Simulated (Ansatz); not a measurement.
# BClH6OSi2: one species, many methods

One table from this session's results is given with a row withheld; the runs are named, their logs left out.

The runs use Ansatz 0.2.0, Gaussian basis; functionals in def2-TZVPP, the program's frozen cores in correlated methods.

Levels to be run: LDA (SPW92), PBE-D4, revPBE-D4, BLYP-D4, r2SCAN-D4, B97M-V, PBE0-D4, B3LYP-D4, r2SCANh-D4, r2SCAN0-D4, HSE06-D4, BHLYP-D4, CAM-B3LYP-D4, LC-ωPBE, ωB97X-V, ωB97M-V, B2PLYP, PBE-QIDH; CCSD(T)/def2-SVP; CCSD(T)/def2-TZVPP; MP2/def2-QZVPP; extrapolation to the limit; RPA on PBE.

**The geometry**

All runs share one geometry, relaxed beforehand with PBE0-D4 in a triple-zeta def2 set.

SMILES `B[SiH](Cl)O[SiH3]`, 11 atoms, charge 0, spin multiplicity 1.

Atoms are counted from 1 here; the program's logs count them from 0.

Bond lengths: B1–Si2 1.996 Å, B1–H6 1.194 Å, B1–H7 1.195 Å, Si2–Cl3 2.077 Å, Si2–O4 1.626 Å, Si2–H8 1.484 Å, O4–Si5 1.642 Å, Si5–H9 1.486 Å, Si5–H10 1.484 Å, Si5–H11 1.482 Å. Angles: Si2–B1–H6 120.4°, Si2–B1–H7 120.7°, H6–B1–H7 118.7°, B1–Si2–Cl3 98.9°, B1–Si2–O4 113.9°, B1–Si2–H8 118.2°, Cl3–Si2–O4 110.0°, Cl3–Si2–H8 106.3°, O4–Si2–H8 108.6°, Si2–O4–Si5 145.4°, O4–Si5–H9 110.1°, O4–Si5–H10 109.9°, O4–Si5–H11 107.6°, H9–Si5–H10 109.5°, H9–Si5–H11 109.8°, H10–Si5–H11 110.0°.

Coordinates:

```xyz
11

B    -1.67487    1.77743    0.55038
Si   -0.45498    0.66488   -0.57151
Cl    1.11224    2.01251   -0.77648
O     0.06646   -0.68808    0.16381
Si    1.22731   -1.84909    0.19336
H    -1.58265    1.76269    1.74095
H    -2.43841    2.54409    0.04429
H    -0.88819    0.31937   -1.94785
H     1.46053   -2.37219   -1.17783
H     2.49113   -1.28658    0.72937
H     0.74693   -2.94193    1.07201
```

The first run:

Input file in.yaml:

```yaml
crystal:
  periodic: [false, false, false]
  atoms:
    - {symbol: B, position_ang: [-1.674870, 1.777426, 0.550378]}
    - {symbol: Si, position_ang: [-0.454982, 0.664878, -0.571506]}
    - {symbol: Cl, position_ang: [1.112240, 2.012513, -0.776484]}
    - {symbol: O, position_ang: [0.066458, -0.688082, 0.163813]}
    - {symbol: Si, position_ang: [1.227306, -1.849087, 0.193359]}
    - {symbol: H, position_ang: [-1.582645, 1.762691, 1.740949]}
    - {symbol: H, position_ang: [-2.438408, 2.544088, 0.044294]}
    - {symbol: H, position_ang: [-0.888191, 0.319368, -1.947852]}
    - {symbol: H, position_ang: [1.460530, -2.372187, -1.177833]}
    - {symbol: H, position_ang: [2.491135, -1.286575, 0.729375]}
    - {symbol: H, position_ang: [0.746926, -2.941933, 1.072008]}
basis:
  gaussian: {orbitals: def2-TZVPP}
hamiltonian: {xc: lda}
output: {orbitals: {seedname: orbitals}}
```

Steps of the session up to this table: LDA; PBE-D4 (GGA); revPBE-D4 (GGA); BLYP-D4 (GGA); r2SCAN-D4 (meta-GGA); B97M-V (meta-GGA); PBE0-D4 (hybrid); B3LYP-D4 (hybrid); r2SCANh-D4 (hybrid); r2SCAN0-D4 (hybrid); HSE06-D4 (hybrid); BHLYP-D4 (hybrid); CAM-B3LYP-D4 (range-separated); LC-ωPBE (range-separated); ωB97X-V (range-separated); ωB97M-V (range-separated); B2PLYP (double hybrid); PBE-QIDH (double hybrid).

One of the session's tables, all rows but one given; the rest of the session is left out.

It belongs to the step «Orbital energies across the functionals». 

```
  functional  HOMO (eV)  LUMO (eV)  gap (eV)
 LDA (SPW92)          ?          ?         ?
      PBE-D4      -6.89      -3.66      3.23
   revPBE-D4      -6.85      -3.53      3.32
     BLYP-D4      -6.78      -3.46      3.32
   r2SCAN-D4      -7.18      -3.32      3.86
      B97M-V      -7.30      -3.47      3.83
     PBE0-D4      -8.16      -2.65      5.51
    B3LYP-D4      -7.96      -2.84      5.12
  r2SCANh-D4      -7.65      -2.97      4.67
  r2SCAN0-D4      -8.35      -2.46      5.89
    HSE06-D4      -7.76      -3.03      4.72
    BHLYP-D4      -9.36      -1.54      7.81
CAM-B3LYP-D4      -9.52      -1.50      8.02
     LC-ωPBE     -10.85      -0.30     10.55
     ωB97X-V     -10.51      -0.41     10.11
     ωB97M-V     -10.32      -0.67      9.65
```

Q: Estimate the row for LDA (SPW92) from the others.

As computed: HOMO (eV): -6.96; LUMO (eV): -3.96; gap (eV): 3.01. In the column «HOMO (eV)» it lies between r2SCAN-D4 (-7.18) and PBE-D4 (-6.89).
